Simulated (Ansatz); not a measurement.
# GeSiH5Cl (SMILES [SiH3][GeH2][Cl]) at HF/3-21G

What is the electronic atomisation energy of GeSiH5Cl at HF/3-21G? 

The results are computed with Ansatz 0.2.0.

57 further runs of the same task are left out: 57 set aside as unsound or not needed.

## (1) The system as given

The species is GeSiH5Cl (8 atoms), meant as a singlet with charge 0. SMILES: `[SiH3][GeH2][Cl]`. The coordinates come from a PBE0-D4/def2-TZVP relaxation.

Bond lengths: Si1–Ge2 2.380 Å, Ge2–Cl3 2.169 Å, Si1–H4 1.487 Å, Si1–H5 1.484 Å, Si1–H6 1.484 Å, Ge2–H7 1.537 Å, Ge2–H8 1.537 Å. Some angles: Si1–Ge2–Cl3 106.5°, Si1–Ge2–H7 114.0°, Si1–Ge2–H8 114.0°, Cl3–Ge2–H7 106.1°, Cl3–Ge2–H8 106.1°, Ge2–Si1–H4 109.5°, Ge2–Si1–H5 108.9°, Ge2–Si1–H6 108.9°, H7–Ge2–H8 109.6°, H4–Si1–H5 109.7°.

## (2) A single-point energy at HF/3-21G

Input file run.yaml:

```yaml
crystal:
  periodic: [false, false, false]
  atoms:
    - {symbol: Si, position_ang: [-0.863600, 0.827300, -0.302500]}
    - {symbol: Ge, position_ang: [0.738300, -0.882000, 0.118400]}
    - {symbol: Cl, position_ang: [1.963100, -0.183700, 1.766200]}
    - {symbol: H, position_ang: [-1.744900, 0.416200, -1.427300]}
    - {symbol: H, position_ang: [-0.149800, 2.078700, -0.658900]}
    - {symbol: H, position_ang: [-1.678500, 1.035600, 0.920200]}
    - {symbol: H, position_ang: [1.703100, -1.135200, -1.051200]}
    - {symbol: H, position_ang: [0.124600, -2.213900, 0.579200]}
basis:
  gaussian: {orbitals: 3-21G-spherical.json}
magnetization: {spin_polarized: false, initial_magnetization: 0}
hamiltonian: {xc: hf}
accuracy: high
output: {orbitals: {seedname: orbitals}}
```

The basis set 3-21G is read from a file made from the Basis Set Exchange's data (not shown).

Started as:

```sh
$ ansatz run run.yaml --threads 1 --pin off --max-ram 3480MiB --events-out events.jsonl --progress --plain --runs-dir runs
```

Log:

```text
Warning: RAYON_NUM_THREADS=1 ignored (pool sized by the plan → 1); use --threads N
Functional definition: HF
  name "HF"
  exchange = exact_x
  correlation = 0
1173 factors; integrals over basis functions are off by at most 6.5e-9 eV
mean field evaluation 1: about -76543.4703 eV, gradient 1.4e1 eV
mean field evaluation 2: about -76543.4816 eV, gradient 1.4e1 eV
mean field evaluation 4: about -76544.3724 eV, gradient 1.1e0 eV
mean field evaluation 8: about -76544.3790 eV, gradient 8.5e-6 eV
mean field -76544.37902525 eV, -2812.9540455345 hartree, gradient 1.2e-8 eV, S^2 0.000000; 0 other end points of the search recorded, 0 dependent functions left out
reference -76544.37902525 eV, -2812.9540455345 hartree; 34, 34 occupied and 24, 24 virtual orbitals, 1173 factors
Total energy: -76544.37902525 eV, -2812.9540455345 hartree
```

Wall time 0.52 s (1 thread of AMD EPYC 9R45 (Zen 5), shared host); peak memory 0.15 GiB.

## (3) The Cl atom at the same level

Input file molecule.yaml:

```yaml
crystal:
  periodic: [false, false, false]
  atoms:
    - {symbol: Cl, position_ang: [0.000000, 0.000000, 0.000000]}
basis:
  gaussian:
    orbitals: 3-21G.json
magnetization:
  spin_polarized: true
  initial_magnetization: 1
hamiltonian:
  xc: hf
accuracy: high
```

The basis set 3-21G is read from a file made from the Basis Set Exchange's data (not shown).

Started as:

```sh
$ ansatz run molecule.yaml --threads 1 --pin off --max-ram 3480MiB --events-out events.jsonl --progress --plain --runs-dir runs
```

Log:

```text
Warning: RAYON_NUM_THREADS=1 ignored (pool sized by the plan → 1); use --threads N
[... 4 set-up lines as earlier in the session ...]
77 factors; integrals over basis functions are off by at most 2.5e-9 eV
mean field evaluation 1: about -12443.0941 eV, gradient 2.3e0 eV
mean field evaluation 2: about -12443.0959 eV, gradient 2.2e0 eV
mean field evaluation 4: about -12443.1283 eV, gradient 2.2e-1 eV
mean field evaluation 8: about -12443.1289 eV, gradient 2.9e-3 eV
mean field evaluation 16: about -12443.1234 eV, gradient 6.8e-1 eV
mean field evaluation 32: about -12443.1289 eV, gradient 9.0e-3 eV
mean field -12443.12887118 eV, -457.2765517601 hartree, gradient 6.4e-8 eV, S^2 0.750372; 0 other end points of the search recorded, 0 dependent functions left out
reference -12443.12887118 eV, -457.2765517601 hartree; 9, 8 occupied and 4, 5 virtual orbitals, 77 factors
Total energy: -12443.12887118 eV, -457.2765517601 hartree
```

Wall time 0.04 s (1 thread of AMD EPYC 9R45 (Zen 5), shared host).

## (4) The Ge atom, same level

Input file job.yaml:

```yaml
crystal:
  periodic: [false, false, false]
  atoms:
    - symbol: Ge
      position_ang: [0.000000, 0.000000, 0.000000]
basis:
  gaussian:
    orbitals: 3-21G-spherical.json
accuracy: high
hamiltonian:
  xc: hf
magnetization:
  spin_polarized: true
  initial_magnetization: 2
```

The basis set 3-21G is read from a file made from the Basis Set Exchange's data (not shown).

Run the same way, it converges to -2065.29167 Eh (log not shown).

## (5) The H atom, same level

Input file in.yaml:

```yaml
crystal:
  periodic: [false, false, false]
  atoms:
    - symbol: H
      position_ang: [0.000000, 0.000000, 0.000000]
basis:
  gaussian:
    orbitals: 3-21G.json
accuracy: high
magnetization:
  spin_polarized: true
  initial_magnetization: 1
hamiltonian:
  xc: hf
```

The basis set 3-21G is read from a file made from the Basis Set Exchange's data (not shown).

Run the same way, it converges to -0.49620 Eh (log not shown).

## (6) The Si atom at the same level

Input file input.yaml:

```yaml
crystal:
  periodic: [false, false, false]
  atoms:
    - symbol: Si
      position_ang: [0.000000, 0.000000, 0.000000]
basis:
  gaussian: {orbitals: 3-21G.json}
magnetization: {spin_polarized: true, initial_magnetization: 2}
hamiltonian: {xc: hf}
accuracy: high
```

The basis set 3-21G is read from a file made from the Basis Set Exchange's data (not shown).

Run the same way, it converges to -287.34443 Eh (log not shown).

## (7) What came out

Level: HF/3-21G.

| quantity | value |
| --- | --- |
| molecule: total energy | -2812.95405 Eh |
| molecule: HOMO energy | -10.99 eV |
| molecule: LUMO energy | 2.40 eV |
| molecule: HOMO–LUMO gap | 13.39 eV |
| Cl atom: total energy | -457.27655 Eh |
| Cl atom: ⟨S²⟩ | 0.750 |
| Ge atom: total energy | -2065.29167 Eh |
| Ge atom: ⟨S²⟩ | 2.000 |
| H atom: total energy | -0.49620 Eh |
| H atom: ⟨S²⟩ | 0.750 |
| Si atom: total energy | -287.34443 Eh |
| Si atom: ⟨S²⟩ | 2.000 |
| electronic atomisation energy | 15.249 eV |

In words: Taking the molecule apart into free atoms costs 15.25 eV (352 kcal/mol), before zero-point energy and without spin-orbit coupling. Hartree–Fock lacks the correlation of the bonding pairs, which as a rule makes this value much too low; in minimal bases other errors can mask that. The basis has no polarisation functions, which makes bonds too weak.
